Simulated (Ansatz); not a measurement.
**MgW: how the settings move a single-point run**

Aim: see which settings change the result for MgW, by how much, and at what cost.

Program: Ansatz 0.2.0. Level of theory: reference: DFT, PBE, all-electron PAW with datasets made for the crystal, scalar-relativistic. These are calculated values, not measurements.

1 further run of the same task is left out (it didn't finish).

### Step 1. Starting point

It takes space group P2/c (No. 13, monoclinic). The conventional cell has a = 4.680 Å, b = 5.660 Å, c = 4.920 Å, α = 90.00°, β = 90.33°, γ = 90.00°. Around Mg (site symmetry 2) lie 2 Mg at 3.19 Å and 8 W at 3.47 to 3.68 Å. Around W (site symmetry 2) lie 2 W at 3.21 Å and 8 Mg at 3.47 to 3.68 Å.

Coordinates:

```
Mg W
1.0
     4.68000    0.00000    0.00000
     0.00000    5.66000    0.00000
    -0.02834    0.00000    4.91992
Mg W
2 2
Cartesian
  2.3187 1.8112 3.6899
  2.3329 3.8488 1.2300
  -0.0213 4.6299 3.6899
  -0.0071 1.0301 1.2300
```

### Step 2. Baseline

The input, input.yaml:

```yaml
crystal:
  lattice:
    - [4.68, 0.0, 0.0]
    - [0.0, 5.66, 0.0]
    - [-0.02834, 0.0, 4.91992]
  atoms:
    - { symbol: Mg, position: [0.5, 0.32, 0.75] }
    - { symbol: Mg, position: [0.5, 0.68, 0.25] }
    - { symbol: W, position: [0.0, 0.818, 0.75] }
    - { symbol: W, position: [0.0, 0.182, 0.25] }
kpoints:
  mp_grid: { grid: [9, 7, 8] }
  band_path:
    path:
      - [0.0, 0.0, 0.0]
      - [0.0, 0.5, 0.0]
      - [0.0, 0.5, 0.5]
      - [0.0, 0.0, 0.5]
      - [0.0, 0.0, 0.0]
      - [-0.5, 0.0, 0.5]
      - [-0.5, 0.5, 0.5]
      - [0.0, 0.5, 0.0]
      - [-0.5, 0.5, 0.0]
    npoints: 8
scf:
  occupations: { method: fermi_dirac, width: 0.08 }
hamiltonian:
  xc: pbe
  pseudopotentials: { kind: all_electron, datasets: crystal }
output:
  forces: true
  stress: true
  eigenvalues: true
  efg: { contact_densities: true }
```

Run with:

```sh
> ansatz run input.yaml --threads 1 --pin off --max-ram 3072MiB --backend cpu --events-out ev --progress --plain --runs-dir out
```

### Step 3. Variant: mp_grid.grid [14, 10, 12], xc lda, accuracy medium

input.yaml, as its differences from that of step 2:

```diff
@@ -11,3 +11,3 @@
 kpoints:
-  mp_grid: { grid: [9, 7, 8] }
+  mp_grid: { grid: [14, 10, 12] }
   band_path:
@@ -27,3 +27,3 @@
 hamiltonian:
-  xc: pbe
+  xc: lda
   pseudopotentials: { kind: all_electron, datasets: crystal }
@@ -34 +34,2 @@
   efg: { contact_densities: true }
+accuracy: medium
```

Q: Predict the outcome of this session. Wanted: for each run, ending; energy change; pressure; gap; force.

**Answer**, as computed:

| run | ending | energy change | pressure (GPa) | gap (eV) | force (eV/Å) | cycles | time |
| --- | --- | --- | --- | --- | --- | --- | --- |
| reference | converged | - | -20.5 | 0.00 | 2.77 | 11 | 46 s |
| 1: mp_grid.grid [14, 10, 12], xc lda, accuracy medium | converged | not comparable | -22.3 | 0.00 | 2.94 | 11 | 2.1 min |

Residual by cycle in the longest SCF loop of each run; runs are numbered as in the table. The quantity is the density residual dr2, in eV.

| cycle | reference | run 1 |
| --- | --- | --- |
| 1 | 10.6 | 9.95 |
| 2 | 1.75 | 1.57 |
| 3 | 0.879 | 0.822 |
| 4 | 0.0907 | 0.115 |
| 5 | 0.0128 | 0.0209 |
| 6 | 0.0051 | 0.00416 |
| 7 | 0.00194 | 0.00149 |
| 8 | 1.1e-4 | 6.5e-5 |
| 9 | 3.6e-6 | 2.6e-6 |
| 10 | 1.2e-6 | 4.6e-7 |
| 11 | 9.3e-8 | 4.2e-8 |

A change of functional puts the total energy on another scale; the pressure goes from -20.5 to -22.3 GPa and the largest force goes from 2.77 to 2.94 eV/Å. The k-point mesh and accuracy level changed too. Cost: 2.1 min against 46 s. The structure is not at rest: the sound run finds -21 GPa, so these are no properties of the relaxed crystal. 
